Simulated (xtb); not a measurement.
# GFN-FF run of C2HBrClF (SMILES F/C(Br)=C/Cl)

Wanted: a geometry optimisation of C2HBrClF. 

Program for the calculation: xtb 6.7.1.

6 further runs of the same task are left out: 6 set aside as unsound or not needed.

## Step 1: Starting point

The species is C2HBrClF (6 atoms), meant as a singlet with charge 0. SMILES: `F/C(Br)=C/Cl`. All atoms were displaced at random from a relaxed shape. The run starts from this shape.

Bond lengths: F1–C2 1.409 Å, C2–Br3 1.897 Å, C2–C4 1.320 Å, C4–Cl5 1.726 Å, C4–H6 1.111 Å. Angles: F1–C2–Br3 113.5°, F1–C2–C4 115.2°, Br3–C2–C4 131.3°, C2–C4–Cl5 115.9°, C2–C4–H6 128.0°, Cl5–C4–H6 116.0°.

## Step 2: A geometry optimisation at GFN-FF

coord

```
$coord
     -0.752262175691     -2.553360145072      2.365105628537  f
      0.408936733369     -0.963552453685      0.571377591042  c
      3.786954461966     -1.894601618027     -0.186270304104  br
     -1.025516573312      0.881538339877     -0.298123193421  c
      0.398845595864      2.919230020061     -2.409306322592  cl
     -3.006157421793      1.336603287948      0.228222224071  h
$end
```

On the command line:

```sh
$ xtb coord -o vtight --gfnff > coord.out 2> xtb.err
```

Q: Predict the results. Wanted: steric energy; dipole moment; dispersion energy.

Answer, from the run:

Level: GFN-FF.

```
                           quantity         value
     steric energy (arbitrary zero)   -0.76618 Eh
dipole moment (from atomic charges)        1.50 D
                  dispersion energy  -8.20 kJ/mol
```

At the final geometry: Bond lengths: F1–C2 1.353 Å, C2–Br3 1.881 Å, C2–C4 1.325 Å, C4–Cl5 1.720 Å, C4–H6 1.076 Å. Angles: F1–C2–Br3 118.9°, F1–C2–C4 122.5°, Br3–C2–C4 118.7°, C2–C4–Cl5 120.6°, C2–C4–H6 120.5°, Cl5–C4–H6 118.9°. The optimisation took 13 steps and changed the energy by -0.197 eV.
